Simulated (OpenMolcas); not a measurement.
**Au⁵⁺ among point charges: CASSCF and CASPT2 levels and susceptibility**

Aim: the splitting of the states of Au⁵⁺ in the field of 3 point charges, its lowest levels with spin-orbit coupling and its magnetic susceptibility.

The numbers are computed with OpenMolcas 26.06 (state-averaged CASSCF and CASPT2, spin-orbit coupling by RASSI with atomic mean-field integrals), except any that are marked as measured or tabulated.

**1. What is computed**

```
Species                           : Au⁵⁺ (gold, Z = 79, 74 electrons)
Basis                             : ANO-RCC-VDZP [7s6p4d2f], 59 functions
Scalar Hamiltonian                : DKH2, point nucleus
Inactive shells                   : 1s 2s 2p 3s 3p 3d 4s 4p 4d 4f 5s 5p
Active space                      : 6 electrons in 5 orbitals (5d)
Some configurations of this space : 5d⁶
Orbitals                          : optimised for each spin and parity, averaged over all roots
```

Outer shells as boxes (Hund's rule):

5d6
```
5d [↑↓][↑ ][↑ ][↑ ][↑ ]
```

The ion sits among 3 point charges of -2 e arranged as a planar triangle (D3h), 1.91 Å from the ion.

The work runs as a chain of OpenMolcas steps in one folder; each step below is one input file. Labels, J, g values, rates, χT and fits are worked out afterwards by a script from the matrices that RASSI stores.

**2. Basis and integrals**

Contents of a.inp:

```
&GATEWAY
Coord
1

Au 0.0 0.0 0.0
Basis=ANO-RCC-VDZP
Group=NoSym
NoMove
AngMom=0.0 0.0 0.0
AMFI
XField
3 Angstrom 0
1.910000 0.000000 0.000000 -2.000000
-0.955000 1.654109 0.000000 -2.000000
-0.955000 -1.654109 0.000000 -2.000000
&SEWARD
```

Started as:

```sh
OMP_NUM_THREADS=1 MOLCAS_MEM=1689 MOLCAS_PROJECT=a pymolcas a.inp > a.log
```

**3. Reference wave functions, quintets, 5 roots**

Contents of a.inp:

```
&RASSCF
FileOrb=start.orb
Symmetry=1
Spin=5
nActEl=6 0 0
Inactive=34
Ras2=5
CIRoot=5 5 1
SDav=5
CIMx=300
Iter=120 100
PrWF=0.3
OrbListing=Nothing
MaxOrb=0
>>> COPY $Project.JobIph JOB001
```

start.orb holds the contracted functions of the basis, ordered by shell, or the orbitals of the step before.

**4. CASSCF: triplets, 45 roots**

Contents of a.inp:

```
&RASSCF
FileOrb=start.orb
Symmetry=1
Spin=3
nActEl=6 0 0
Inactive=34
Ras2=5
CIRoot=45 45 1
SDav=45
CIMx=300
Iter=120 100
PrWF=0.3
OrbListing=Nothing
MaxOrb=0
>>> COPY $Project.JobIph JOB002
```

**5. Reference wave functions, singlets, 50 roots**

Contents of a.inp:

```
&RASSCF
FileOrb=start.orb
Symmetry=1
Spin=1
nActEl=6 0 0
Inactive=34
Ras2=5
CIRoot=50 50 1
SDav=50
CIMx=300
Iter=120 100
PrWF=0.3
OrbListing=Nothing
MaxOrb=0
>>> COPY $Project.JobIph JOB003
```

**6. RASSI: spin-orbit coupling between the states**

Contents of a.inp:

```
&RASSI
NrOfJobIphs=3 5 45 50
1 2 3 4 5
1 2 3 4 5 6 7 8 9 10 11 12 13 14 15 16 17 18 19 20 21 22 23 24 25 26 27
28 29 30 31 32 33 34 35 36 37 38 39 40 41 42 43 44 45
1 2 3 4 5 6 7 8 9 10 11 12 13 14 15 16 17 18 19 20 21 22 23 24 25 26 27
28 29 30 31 32 33 34 35 36 37 38 39 40 41 42 43 44 45 46 47 48 49 50
IphNames
JOB001
JOB002
JOB003
EJob
SpinOrbit
DIPRint=1.0
SOCoupling=1000.0
Subsets=2
Property=9
'ANGMOM' 1 'ANGMOM' 2 'ANGMOM' 3 'MLTPL  1' 1 'MLTPL  1' 2 'MLTPL  1' 3
'AMFI' 1 'AMFI' 2 'AMFI' 3
SOProperty=3
'ANGMOM' 1 'ANGMOM' 2 'ANGMOM' 3
```

**7. CASPT2: IPEA 0.25, imaginary shift 0.1 (closed shells correlated: 4f 5s 5p)**

Contents of a.inp:

```
>>> COPY JOB001 $Project.JobIph
&CASPT2
Multistate=5 1 2 3 4 5
NoMult
Frozen=23
IPEA=0.25
Imaginary=0.1
MaxIter=60
WThr=0.0 0.3 0.05
PrWF=0.5
NoMix
>>> COPY JOB002 $Project.JobIph
&CASPT2
Multistate=45 1 2 3 4 5 6 7 8 9 10 11 12 13 14 15 16 17 18 19 20 21 22
23 24 25 26 27 28 29 30 31 32 33 34 35 36 37 38 39 40 41 42 43 44 45
NoMult
Frozen=23
IPEA=0.25
Imaginary=0.1
MaxIter=60
WThr=0.0 0.3 0.05
PrWF=0.5
NoMix
>>> COPY JOB003 $Project.JobIph
&CASPT2
Multistate=50 1 2 3 4 5 6 7 8 9 10 11 12 13 14 15 16 17 18 19 20 21 22
23 24 25 26 27 28 29 30 31 32 33 34 35 36 37 38 39 40 41 42 43 44 45 46
47 48 49 50
NoMult
Frozen=23
IPEA=0.25
Imaginary=0.1
MaxIter=60
WThr=0.0 0.3 0.05
PrWF=0.5
NoMix
```

(Steps that only read results are left out.)

Before running it: what results should come out? Wanted: spin-free ground state; first state of the same spin within the active space; lowest level; next level.

As calculated:

```
                                            quantity                                                                           value
                                              method  SS-CASPT2, IPEA 0.25, imaginary shift 0.1 (closed shells correlated: 4f 5s 5p)
                              spin-free ground state                                                 5A1, 1-fold in its orbital part
first state of the same spin within the active space                                                                 5E at 2870 cm⁻¹
                                        lowest level                                                                       1-fold A1
                                          next level                                                                      609.8 cm⁻¹
                                         χT at 300 K                                                                  2.88 cm³ K/mol
                           effective moment at 300 K                                                                         4.80 μB
```

Cost by method:

| method | time of its own steps | time with the reference |
| --- | --- | --- |
| A. CASSCF | 27 s | 27 s |
| B. SS-CASPT2, IPEA 0.25, imaginary shift 0.1, +4f 5s 5p | 22 s | 49 s |

Times are of one thread on a shared host.

**Reading.** The spin-free ground state (5A1) comes to 100 % from free-ion D terms and keeps the highest spin of the shell. χT at 300 K is 2.88, against 3.01 cm³ K/mol for the spin alone; near agreement at one temperature doesn't show that the orbital moment is quenched. An active space of the d shell alone favours high spin; real ions in strong fields can be low spin. CASPT2 does not keep the components of a term degenerate, and the means are used. The field of point charges can differ much from that of real complexes. With metal d orbitals alone active, the gaps between spin states are rough; where two lie within a few thousand cm-1, their order is open. This is an electrostatic model: the charges have no orbitals.
